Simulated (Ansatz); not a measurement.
# Br2Cl2Ti: the cost of one run

The runs use Ansatz 0.2.0, Gaussian basis; BLYP/6-31G* with D4 dispersion.

## Step 1: The geometry

An earlier PBE0-D4 in a triple-zeta def2 set relaxation fixed the geometry.

SMILES `[Cl][Ti]([Cl])([Br])[Br]`, 5 atoms, charge 0, spin multiplicity 1.

Atoms are counted from 1 here; the program's logs count them from 0.

Bond lengths: Cl1–Ti2 2.161 Å, Ti2–Cl3 2.161 Å, Ti2–Br4 2.316 Å, Ti2–Br5 2.316 Å. Angles: Cl1–Ti2–Cl3 109.7°, Cl1–Ti2–Br4 109.5°, Cl1–Ti2–Br5 109.5°, Cl3–Ti2–Br4 109.5°, Cl3–Ti2–Br5 109.5°, Br4–Ti2–Br5 109.3°.

## Step 2: The run

Contents of in.yaml:

```yaml
crystal:
  periodic: [false, false, false]
  atoms:
    - {symbol: Cl, position_ang: [-0.718526, -0.228196, 2.048541]}
    - {symbol: Ti, position_ang: [0.015960, -0.021419, 0.026989]}
    - {symbol: Cl, position_ang: [1.796817, -1.218821, -0.225363]}
    - {symbol: Br, position_ang: [-1.609548, -0.732910, -1.461155]}
    - {symbol: Br, position_ang: [0.515297, 2.201346, -0.389002]}
basis:
  gaussian: {orbitals: "6-31G*"}
hamiltonian: {xc: {name: BLYP}, dispersion: d4}
md: {timestep: 1 fs, n_steps: 20, ensemble: nvt_nose_hoover, temperature: 700, initial_velocities: maxwell_boltzmann, seed: 543}
```

The run is started by

```
> ansatz run in.yaml --threads 4 --pin off --events-out ev --progress --plain --max-ram 11315MiB
```

What time and memory should one allow on 4 threads of Arm Neoverse V1, shared host?

About 55 s, with a peak of 0.27 GiB.
